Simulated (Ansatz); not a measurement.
**MgScAlO4: properties at the relaxed cell**

One table from this session's results is given with a row withheld; the runs are named, their logs left out.

Program: Ansatz 0.2.0. Level of theory: DFT PBEsol, scalar-relativistic, plane waves, PAW. These are calculated values, not measurements.

1 further run of the same task is left out (set aside as unsound or not needed).

**The starting structure**

The structure is trigonal, space group R3m (No. 160). Conventional cell: a = 3.240 Å, b = 3.240 Å, c = 24.827 Å, α = 90.00°, β = 90.00°, γ = 120.00°. Mg (site symmetry 3m) has 4 O at 1.95 to 1.98 Å as nearest neighbours. Around Sc (site symmetry 3m) lie 6 O at 2.13 Å. Al (site symmetry 3m) has 5 O at 1.85 to 1.87 Å as nearest neighbours. O (site symmetry 3m) has 3 Al at 1.87 Å as nearest neighbours. O (site symmetry 3m) has 1 Al at 1.87 Å and 3 Mg at 1.95 Å as nearest neighbours. Around O (site symmetry 3m) lie 1 Mg at 1.98 Å and 3 Sc at 2.13 Å. O (site symmetry 3m) is surrounded by 1 Al at 1.85 Å and 3 Sc at 2.13 Å.

Coordinates:

```cif
data_structure
_symmetry_space_group_name_H-M 'R3m:H'
_symmetry_Int_Tables_number 160
_cell_length_a 3.2396
_cell_length_b 3.2396
_cell_length_c 24.8269
_cell_angle_alpha 90.000
_cell_angle_beta 90.000
_cell_angle_gamma 120.000
_cell_volume 225.65
loop_
_atom_site_label
_atom_site_type_symbol
_atom_site_symmetry_multiplicity
_atom_site_Wyckoff_symbol
_atom_site_fract_x
_atom_site_fract_y
_atom_site_fract_z
_atom_site_occupancy
Mg1 Mg 3 a 0.00000 0.00000 0.21738 1
Sc1 Sc 3 a 0.00000 0.00000 0.00467 1
Al1 Al 3 a 0.66667 0.33333 0.11996 1
O1 O 3 a 0.00000 0.00000 0.12058 1
O2 O 3 a 0.66667 0.33333 0.19523 1
O3 O 3 a 0.00000 0.00000 0.29714 1
O4 O 3 a 0.66667 0.33333 0.04534 1
```

It goes back to an entry of the Materials Project, which need not be the stable form.

This cell was relaxed beforehand with the same method: volume 10.75 Å³/atom, gap on the mesh 4.28 eV.

Set-up of the first run:

File input.yaml:

```yaml
crystal:
  lattice:
    - [1.6034197283, 0.9257348117, 8.1920458025]
    - [-1.6034197283, 0.9257348117, 8.1920458025]
    - [0.0, -1.8514696235, 8.1920458025]
  atoms:
    - { symbol: Mg, position: [0.7826151588, 0.7826151588, 0.7826151588] }
    - { symbol: Sc, position: [0.9953320053, 0.9953320053, 0.9953320053] }
    - { symbol: Al, position: [0.2133729928, 0.2133729928, 0.2133729928] }
    - { symbol: O, position: [0.8794165106, 0.8794165106, 0.8794165106] }
    - { symbol: O, position: [0.1381043208, 0.1381043208, 0.1381043208] }
    - { symbol: O, position: [0.7028583064, 0.7028583064, 0.7028583064] }
    - { symbol: O, position: [0.2879973652, 0.2879973652, 0.2879973652] }
basis:
  ecutwfc: 420
kpoints:
  mp_grid: { grid: [9, 9, 9] }
hamiltonian:
  xc: pbesol
scf:
  occupations: { method: gaussian, width: 0.02 }
output:
  forces: true
  stress: true
  eigenvalues: true
relax:
  adjacent_minimum: "off"
  f_tol: 0.01
  max_steps: 30
  cell: { stress_tol: 0.1, fix: [volume] }
```

Launch:

```sh
> ansatz run input.yaml --threads 2 --pin off --max-ram 5120MiB --backend cpu --events-out ev --progress --plain --runs-dir out
```

Among the steps run: Point at V/V0 = 0.97; Volume × 1.03; The cell scaled to 0.94 of its volume; Volume × 1.06; Volume × 0.91; Point at V/V0 = 1.10; The cell scaled to 0.88 of its volume.

One table of the session follows, with a row left open; its other results are not shown here.

It belongs to the step «Fit of the equation of state». 

| volume (Å³/atom) | energy above the lowest point (meV/atom) | pressure (GPa) | gap on the mesh (eV) |
| --- | --- | --- | --- |
| 9.456 | 103.4 | 28.62 | 4.98 |
| 9.778 | 55.0 | 19.74 | 4.88 |
| 10.100 | ? | ? | ? |
| 10.423 | 5.5 | 5.60 | 4.48 |
| 10.745 | 0.0 | -0.01 | 4.28 |
| 11.067 | 5.0 | -4.82 | 4.08 |
| 11.390 | 18.9 | -8.94 | 3.89 |
| 11.820 | 49.2 | -13.52 | 3.65 |

Estimate the missing values for volume (Å³/atom) = 10.100.

Worked estimate for «energy above the lowest point (meV/atom)». A straight line through the neighbours (9.778, 55.0) and (10.423, 5.5) gives 55.0 + (5.5 − 55.0) × (10.100 − 9.778) / (10.423 − 9.778) = 30.3; a parabola fitted to 4 rows on both sides gives 23.1.

**Answer.** energy above the lowest point (meV/atom): 23.2; pressure (GPa): 12.13; gap on the mesh (eV): 4.69. In «energy above the lowest point (meV/atom)» the line misses by +7.1 and the parabola by -0.1.
